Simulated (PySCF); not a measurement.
# Be²⁺: changing the method

Starting from one script, swap the method and compare what comes out for Be²⁺.

Method: each script names its method and basis; program: PySCF 2.14.0.

1 further run of the same task is left out (it didn't finish).

**1. The atom**

Be²⁺: 1 atom, charge 2, spin multiplicity 1.

**2. Base script**

input.py

```python
from pyscf import gto, scf

mol = gto.M(
    atom='Be 0 0 0',
    basis='jorge-dzp',
    charge=2,
    spin=0,
    verbose=3,
)
mf = scf.UHF(mol)
mf = mf.density_fit(auxbasis='def2-universal-jkfit')
mf.kernel()
mf.analyze()
print('orbital energies (hartree):', [e[max(0, n-3):n+3].round(4) for e, n in zip(mf.mo_energy, mol.nelec)])
```

Run with:

```bash
$ OMP_NUM_THREADS=1 python input.py
```

The log of this run is left out.

Base result: E(SCF) = -13.610578 Eh.

**3. Tpss (UKS)**

Edit 1 changes functional: none (Hartree–Fock) → tpss; SCF type: UHF → UKS.

input.py

```python
from pyscf import gto, dft

mol = gto.M(
    atom='Be 0 0 0',
    basis='jorge-dzp',
    charge=2,
    spin=0,
    verbose=3,
)
mf = dft.UKS(mol, xc='tpss')
mf = mf.density_fit(auxbasis='def2-universal-jkfit')
mf.kernel()
mf.analyze()
print('orbital energies (hartree):', [e[max(0, n-3):n+3].round(4) for e, n in zip(mf.mo_energy, mol.nelec)])
```

Run with:

```bash
$ OMP_NUM_THREADS=1 python input.py
```

**4. Pbesol (UKS)**

Edit 2 changes functional: none (Hartree–Fock) → pbesol; SCF type: UHF → UKS.

Changes to input.py since step 2:

```diff
@@ -1,2 +1,2 @@
-from pyscf import gto, scf
+from pyscf import gto, dft
 
@@ -9,3 +9,3 @@
 )
-mf = scf.UHF(mol)
+mf = dft.UKS(mol, xc='pbesol')
 mf = mf.density_fit(auxbasis='def2-universal-jkfit')
```

**5. Stability test**

Edit 3 changes step after the SCF: analyze → stability.

Changes to input.py since step 2:

```diff
@@ -12,3 +12,4 @@
 mf.kernel()
-mf.analyze()
+mf.stability(internal=True, external=True)
+mf.dip_moment()
 print('orbital energies (hartree):', [e[max(0, n-3):n+3].round(4) for e, n in zip(mf.mo_energy, mol.nelec)])
```

**6. EOM-EE**

Edit 4 changes step after the SCF: analyze → eomee; number of roots: none → 6.

input.py

```python
from pyscf import gto, scf, cc

mol = gto.M(
    atom='Be 0 0 0',
    basis='jorge-dzp',
    charge=2,
    spin=0,
    verbose=3,
)
mf = scf.UHF(mol)
mf = mf.density_fit(auxbasis='def2-universal-jkfit')
mf.kernel()
mycc = cc.CCSD(mf)
mycc.kernel()
e = mycc.eeccsd(nroots=6)[0]
print('roots (eV) =', (e*27.211386).round(3))
mf.dip_moment()
print('orbital energies (hartree):', [e[max(0, n-3):n+3].round(4) for e, n in zip(mf.mo_energy, mol.nelec)])
```

What does the calculation give? Wanted: for each run, E(SCF); from base; gap; after the SCF.

The runs gave:

```csv
run,E(SCF) (hartree),from base (eV),gap (eV),after the SCF
base,-13.610578,0,136.10,n/a
tpss (UKS),-13.661761,not comparable,113.11,n/a
pbesol (UKS),-13.532309,not comparable,110.65,n/a
stability test,-13.610578,0.0000,136.10,stable
EOM-EE,-13.610578,0.0000,136.10,"CCSD correlation -0.380 eV, first root 118.93 eV"
```

What this shows: Total energies of different functionals can't be compared with each other; differences within one functional can. The dearest run is “EOM-EE”, at 4.6 s against 0.9 s.
